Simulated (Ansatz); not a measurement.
**C₃H₇GeN: up Jacob's ladder to CCSD(T)**

One table from this session's results is given with a row withheld; the runs are named, their logs left out.

The runs use Ansatz 0.2.0, Gaussian basis; functionals in def2-TZVPP, the program's frozen cores in correlated methods.

Levels to be run: PBE-D4, r2SCAN-D4, PBE0-D4, B3LYP-D4, ωB97X-V, ωB97M-V, B2PLYP; CCSD(T)/def2-TZVPP; MP2/def2-QZVPP; extrapolation to the limit.

## Structure used throughout

An earlier PBE0-D4 in a triple-zeta def2 set relaxation fixed the geometry.

SMILES `[GeH3][CH2]N1C=C1`, 12 atoms, charge 0, spin multiplicity 1.

Atoms are counted from 1 here; the program's logs count them from 0.

Bond lengths: Ge1–C2 1.967 Å, Ge1–H6 1.540 Å, Ge1–H7 1.536 Å, Ge1–H8 1.541 Å, C2–N3 1.466 Å, C2–H9 1.100 Å, C2–H10 1.094 Å, N3–C4 1.484 Å, N3–C5 1.492 Å, C4–C5 1.273 Å, C4–H11 1.075 Å, C5–H12 1.074 Å. Angles: C2–Ge1–H6 110.1°, C2–Ge1–H7 110.5°, C2–Ge1–H8 109.5°, H6–Ge1–H7 109.3°, H6–Ge1–H8 108.6°, H7–Ge1–H8 108.9°, Ge1–C2–N3 109.6°, Ge1–C2–H9 109.5°, Ge1–C2–H10 108.2°, N3–C2–H9 112.8°, N3–C2–H10 108.6°, H9–C2–H10 108.0°, C2–N3–C4 113.6°, C2–N3–C5 113.6°, C4–N3–C5 50.6°, N3–C4–C5 65.0°, N3–C4–H11 138.4°, C5–C4–H11 156.4° and more.

The first run:

Contents of in.yaml:

```yaml
crystal:
  periodic: [false, false, false]
  atoms:
    - {symbol: Ge, position_ang: [-1.085205, 1.340447, 0.760914]}
    - {symbol: C, position_ang: [0.587419, 0.495617, 0.162277]}
    - {symbol: N, position_ang: [0.323794, -0.341708, -1.011606]}
    - {symbol: C, position_ang: [0.004503, -1.751598, -0.675287]}
    - {symbol: C, position_ang: [1.192265, -1.553071, -1.087726]}
    - {symbol: H, position_ang: [-0.826433, 2.191795, 2.018025]}
    - {symbol: H, position_ang: [-1.663240, 2.234345, -0.346270]}
    - {symbol: H, position_ang: [-2.115858, 0.250117, 1.110753]}
    - {symbol: H, position_ang: [1.033904, -0.067425, 0.995378]}
    - {symbol: H, position_ang: [1.286712, 1.287423, -0.123156]}
    - {symbol: H, position_ang: [-0.842803, -2.329288, -0.353337]}
    - {symbol: H, position_ang: [2.182041, -1.811754, -1.415864]}
basis:
  gaussian: {orbitals: def2-TZVPP}
hamiltonian: {xc: pbe, dispersion: d4}
output: {forces: true, orbitals: {seedname: orbitals}}
```

Command:

```sh
$ ansatz run in.yaml --threads 4 --pin off --events-out ev --progress --plain --max-ram 10444MiB
```

Steps of the session up to this table: PBE-D4 (GGA); r2SCAN-D4 (meta-GGA); PBE0-D4 (hybrid); B3LYP-D4 (hybrid); ωB97X-V (range-separated); ωB97M-V (range-separated); B2PLYP (double hybrid); CCSD(T) in def2-TZVPP; MP2 in def2-QZVPP.

One of the session's tables, all rows but one given; the rest of the session is left out.

| method | atomisation energy (kJ/mol) |
| --- | --- |
| PBE-D4 | 4318.0 |
| r2SCAN-D4 | 4201.5 |
| PBE0-D4 | 4222.7 |
| B3LYP-D4 | 4196.7 |
| ωB97X-V | 4217.9 |
| ωB97M-V | 4201.1 |
| B2PLYP | 4149.3 |
| HF/def2-TZVPP | 2875.0 |
| MP2/def2-TZVPP | 4147.2 |
| CCSD/def2-TZVPP | 4010.1 |
| CCSD(T)/def2-TZVPP | 4089.8 |
| MP2/CBS | 4256.7 |
| CCSD(T)/CBS | ? |

**Question.** Estimate the row for CCSD(T)/CBS.

**Answer.** atomisation energy (kJ/mol): 4199.2. In the column «atomisation energy (kJ/mol)» it lies between B3LYP-D4 (4196.7) and ωB97M-V (4201.1).
